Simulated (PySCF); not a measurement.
# C5H9ClO (tetrahydrofurfuryl chloride): the cost of one run

Computed with PySCF 2.14.0 and routines of our own; the level stands in each step. Atoms count from 0.

### 1 The starting structure

16 atoms, charge 0, multiplicity 1; geometry from: GFN2-xTB.

### 2 Relaxing the molecule at PBE0-D3(BJ)/def2-SVP

Job settings and geometry (Å):

```
{"job": {"xc": "PBE0", "basis": "def2-SVP", "d3": "d3bj", "grid": 2, "kind": "geom"}, "charge": 0, "multiplicity": 1}
Cl     3.170605    -0.108930     0.087468
C      1.741827     0.921145    -0.137809
C      0.519745     0.286925     0.528119
C      0.130828    -1.062641    -0.106248
C     -1.374465    -0.922589    -0.332705
C     -1.505333     0.585061    -0.533554
O     -0.592513     1.157389     0.383527
H      1.956496     1.891055     0.309795
H      1.584445     1.037497    -1.210566
H      0.716076     0.186790     1.602938
H      0.649379    -1.188788    -1.057152
H      0.385685    -1.900380     0.537688
H     -1.733114    -1.492983    -1.185849
H     -1.923728    -1.225501     0.558949
H     -2.494887     0.979762    -0.302421
H     -1.238644     0.865132    -1.563111
```

Command:

```
OMP_NUM_THREADS=1 python excited_run.py task.json out
```

This one command runs all jobs of the session in turn.

**Question.** How long does this first job take on 1 thread of Intel Xeon Platinum 8488C, shared host, and how much memory does it need?

About 2.1 min, with a peak of 0.73 GiB.
